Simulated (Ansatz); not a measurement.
# CH₈GeOSSi: one species, many methods

Aim: compute CH₈GeOSSi with functionals from several rungs and with coupled cluster. The yardstick is the atomisation energy at the CCSD(T) limit.

Program: Ansatz 0.2.0, Gaussian basis. Level of theory: functionals in def2-TZVPP, the program's frozen cores in correlated methods. These are calculated values, not measurements.

Plan: PBE-D4, r2SCAN-D4, PBE0-D4, B3LYP-D4, ωB97X-V, ωB97M-V, B2PLYP; CCSD(T)/def2-TZVPP; MP2/def2-QZVPP; extrapolation to the limit.

## 1. The relaxed structure

The geometry comes from an earlier relaxation with PBE0-D4 in a triple-zeta def2 set; it is a stationary point, not always the lowest conformer.

SMILES `CO[SiH2][S][GeH3]`, 13 atoms, charge 0, spin multiplicity 1.

Atoms are counted from 1 here; the program's logs count them from 0.

Bond lengths: C1–O2 1.410 Å, C1–H6 1.095 Å, C1–H7 1.096 Å, C1–H8 1.091 Å, O2–Si3 1.642 Å, Si3–S4 2.113 Å, Si3–H9 1.486 Å, Si3–H10 1.489 Å, S4–Ge5 2.232 Å, Ge5–H11 1.533 Å, Ge5–H12 1.537 Å, Ge5–H13 1.535 Å. Angles: O2–C1–H6 111.1°, O2–C1–H7 111.7°, O2–C1–H8 108.2°, H6–C1–H7 108.6°, H6–C1–H8 108.5°, H7–C1–H8 108.6°, C1–O2–Si3 123.2°, O2–Si3–S4 108.3°, O2–Si3–H9 112.4°, O2–Si3–H10 107.8°, S4–Si3–H9 106.8°, S4–Si3–H10 112.0°, H9–Si3–H10 109.6°, Si3–S4–Ge5 96.4°, S4–Ge5–H11 110.0°, S4–Ge5–H12 109.0°, S4–Ge5–H13 105.8°, H11–Ge5–H12 110.6° and more.

## 2. PBE-D4 (GGA)

Contents of in.yaml:

```yaml
crystal:
  periodic: [false, false, false]
  atoms:
    - {symbol: C, position_ang: [-1.217015, 0.850527, 1.586567]}
    - {symbol: O, position_ang: [-0.587238, 0.853549, 0.325107]}
    - {symbol: Si, position_ang: [1.043659, 0.861534, 0.134118]}
    - {symbol: S, position_ang: [1.480621, 0.284683, -1.850845]}
    - {symbol: Ge, position_ang: [0.243655, -1.573412, -1.846044]}
    - {symbol: H, position_ang: [-1.185368, 1.843912, 2.046333]}
    - {symbol: H, position_ang: [-0.749277, 0.132857, 2.270688]}
    - {symbol: H, position_ang: [-2.261110, 0.566850, 1.445786]}
    - {symbol: H, position_ang: [1.630405, 2.212860, 0.326714]}
    - {symbol: H, position_ang: [1.624274, -0.082029, 1.129579]}
    - {symbol: H, position_ang: [-1.208485, -1.238994, -2.205897]}
    - {symbol: H, position_ang: [0.320940, -2.220926, -0.454745]}
    - {symbol: H, position_ang: [0.864939, -2.491412, -2.907362]}
basis:
  gaussian: {orbitals: def2-TZVPP}
hamiltonian: {xc: pbe, dispersion: d4}
output: {forces: true, orbitals: {seedname: orbitals}}
```

The run is started by

```console
$ ansatz run in.yaml --threads 2 --pin off --events-out ev --progress --plain --max-ram 22528MiB --backend cuda --devices 0, --max-vram 18GiB
```

Further steps of the session: r2SCAN-D4 (meta-GGA); PBE0-D4 (hybrid); B3LYP-D4 (hybrid); ωB97X-V (range-separated); ωB97M-V (range-separated); B2PLYP (double hybrid); CCSD(T) in def2-TZVPP; MP2 in def2-QZVPP.

**Question.** What will the summary of the whole plan be? Wanted: atomisation energy, CCSD(T)/CBS; farthest; mean size of error, hybrid; mean size of error, range-separated; gap, smallest and largest; T1 diagnostic; triples share of the correlation energy.

**Answer**, as computed:

| quantity | value |
| --- | --- |
| atomisation energy, CCSD(T)/CBS | 4298.3 kJ/mol |
| functionals within 43.0 kJ/mol (1.0 %) | PBE-D4, r2SCAN-D4, B3LYP-D4, ωB97X-V, ωB97M-V |
| farthest | B2PLYP (-80.1 kJ/mol) |
| mean size of error, hybrid | 40.7 kJ/mol |
| mean size of error, range-separated | 12.6 kJ/mol |
| gap, smallest and largest | 5.15 eV (PBE-D4), 11.62 eV (ωB97X-V) |
| T1 diagnostic | 0.0114 |
| triples share of the correlation energy | 3.7 % |

What this shows: PBE-D4 is off by -4.1 kJ/mol. Double hybrids carry the basis error of their MP2 part in triple zeta, and no dispersion term here, so their miss is partly the set-up's. Misses under about 43.0 kJ/mol are within the doubt on the reference itself, which lacks core-valence correlation, relativity and higher excitations, and its outer-core shells are covered unevenly. Hartree-Fock recovers 73 % of the binding; the rest is correlation. The gap grows from 5.2 to 11.6 eV across the functionals, mostly with the share of exact exchange. Correlated methods include outer-core shells of Ge, which these sets cover unevenly.
